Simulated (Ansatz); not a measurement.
# Si7Ge: the cost of one run

Computed with Ansatz 0.2.0 (DFT LDA, scalar-relativistic, plane waves, PAW, unless a step's input says otherwise).

## 1. Starting point

It takes space group P-43m (No. 215, cubic). The conventional cell has a = 5.465 Å, b = 5.465 Å, c = 5.465 Å, α = 90.00°, β = 90.00°, γ = 90.00°. Around Si (site symmetry 3m) lie 3 Si at 2.36 Å and 1 Ge at 2.39 Å. Si (site symmetry -42m) has 4 Si at 2.36 Å in its first shell of neighbours. Ge (site symmetry -43m) is surrounded by 4 Si at 2.39 Å.

Structure file:

```cif
data_structure
_symmetry_space_group_name_H-M 'P 1'
_symmetry_Int_Tables_number 1
_cell_length_a 5.4654
_cell_length_b 5.4654
_cell_length_c 5.4654
_cell_angle_alpha 90.000
_cell_angle_beta 90.000
_cell_angle_gamma 90.000
_cell_volume 163.25
loop_
_atom_site_label
_atom_site_type_symbol
_atom_site_fract_x
_atom_site_fract_y
_atom_site_fract_z
_atom_site_occupancy
Si1 Si 0.25262 0.25262 0.25262 1
Si2 Si 0.00000 0.50000 0.50000 1
Si3 Si 0.50000 0.50000 0.00000 1
Si4 Si 0.50000 0.00000 0.50000 1
Si5 Si 0.74738 0.25262 0.74738 1
Si6 Si 0.74738 0.74738 0.25262 1
Si7 Si 0.25262 0.74738 0.74738 1
Ge1 Ge 0.00000 0.00000 0.00000 1
```

The structure comes from the Materials Project (structure only).

(A quick probe on a coarse mesh, which set the mesh and smearing, is not shown.)

## 3. Relaxing cell and atoms

File input.yaml:

```yaml
crystal:
  lattice:
    - [5.46539507, 0.0, 0.0]
    - [0.0, 5.46539507, 0.0]
    - [0.0, 0.0, 5.46539507]
  atoms:
    - { symbol: Si, position: [0.25261521, 0.25261521, 0.25261521] }
    - { symbol: Si, position: [0.0, 0.5, 0.5] }
    - { symbol: Si, position: [0.5, 0.5, 0.0] }
    - { symbol: Si, position: [0.5, 0.0, 0.5] }
    - { symbol: Si, position: [0.74738479, 0.25261521, 0.74738479] }
    - { symbol: Si, position: [0.74738479, 0.74738479, 0.25261521] }
    - { symbol: Si, position: [0.25261521, 0.74738479, 0.74738479] }
    - { symbol: Ge, position: [0.0, 0.0, 0.0] }
basis:
  ecutwfc: 420
kpoints:
  mp_grid: { grid: [8, 8, 8] }
hamiltonian:
  xc: lda
scf:
  occupations: { method: gaussian, width: 0.01 }
output:
  forces: true
  stress: true
  eigenvalues: true
relax:
  adjacent_minimum: "off"
  f_tol: 0.005
  max_steps: 80
  cell: { stress_tol: 0.05 }
```

Command:

```console
$ ansatz run input.yaml --threads 4 --pin off --max-ram 12288MiB --backend cpu --events-out ev --progress --plain --runs-dir out
```

Q: Estimate wall time and peak memory on 4 threads of Oxide Virtual Turin-like (Zen 5), shared host.

About 15 s, with a peak of 0.53 GiB.
